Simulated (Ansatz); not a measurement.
**GeHO (doublet): wave-function methods side by side, cc-pVDZ**

One table from this session's results is given with a row withheld; the runs are named, their logs left out.

The runs use Ansatz 0.2.0, Gaussian basis; cc-pVDZ, core rule «outside noble gas», up to 15 orbitals frozen.

The runs, in order: UHF; CCSD(T) on ROHF; CCSD(T) on UHF; BCCD(T) on ROHF; CISD; CCSDT(Q) on ROHF; CCSDT(Q) on UHF; CCSDTQ on ROHF; CCSDTQ on UHF.

9 further runs of the same task are left out: 5 for a known fault of the program, 4 set aside as unsound or not needed.

## The geometry

The geometry is a PBE0/def2-TZVP stationary point (not a proven minimum). No spin-orbit coupling is included. The filled d shell of Ge may be among the frozen orbitals whatever the setting's name suggests; the logs give the count.

3 atoms, charge 0, spin multiplicity 2.

Atoms are counted from 1 here; the program's logs count them from 0.

Bond lengths: Ge1–O2 1.786 Å, O2–H3 0.962 Å. Angles: Ge1–O2–H3 114.8°.

The first run:

in.yaml

```yaml
crystal:
  periodic: [false, false, false]
  atoms:
    - {symbol: Ge, position_ang: [0.000000, 0.013397, 0.343250]}
    - {symbol: O, position_ang: [0.000000, -0.107250, -1.438746]}
    - {symbol: H, position_ang: [0.000000, 0.736912, -1.899543]}
basis:
  gaussian: {orbitals: cc-pVDZ}
magnetization: {spin_polarized: true, initial_magnetization: 1}
hamiltonian: {xc: hf}
output: {orbitals: {seedname: orbitals}}
```

Run with:

```sh
$ ansatz run in.yaml --threads 1 --pin off --events-out ev --progress --plain --max-ram 2816MiB --backend cpu
```

Among the steps run: UHF; CCSD(T) on ROHF; CCSD(T) on UHF; BCCD(T) on ROHF; CISD; CCSDT(Q) on ROHF; CCSDT(Q) on UHF; CCSDTQ on ROHF; CCSDTQ on UHF.

One table of the session follows, with a row left open; its other results are not shown here.

```
   method  from UCCSDTQ (kcal/mol)
     ROHF                  +175.33
      UHF                  +173.00
     RMP2                   +15.33
     UMP2                   +15.47
    RCCSD                    +5.39
    UCCSD                    +5.28
 RCCSD(T)                    +0.93
 UCCSD(T)                    +0.87
  BCCD(T)                    +0.87
   RCCSDT                    +0.56
   UCCSDT                        ?
RCCSDT(Q)                    +0.07
UCCSDT(Q)                    -0.09
  RCCSDTQ                    +0.07
  UCCSDTQ                        0
```

Estimate the missing values for UCCSDT.

**Answer.** from UCCSDTQ (kcal/mol): +0.49. In the column «from UCCSDTQ (kcal/mol)» it lies between RCCSDTQ (+0.07) and RCCSDT (+0.56).

To keep in mind: Restricted and unrestricted rows rest on different reference determinants; where their highest levels disagree by more than a few hundredths of an eV, they describe different states and don't form one ladder.
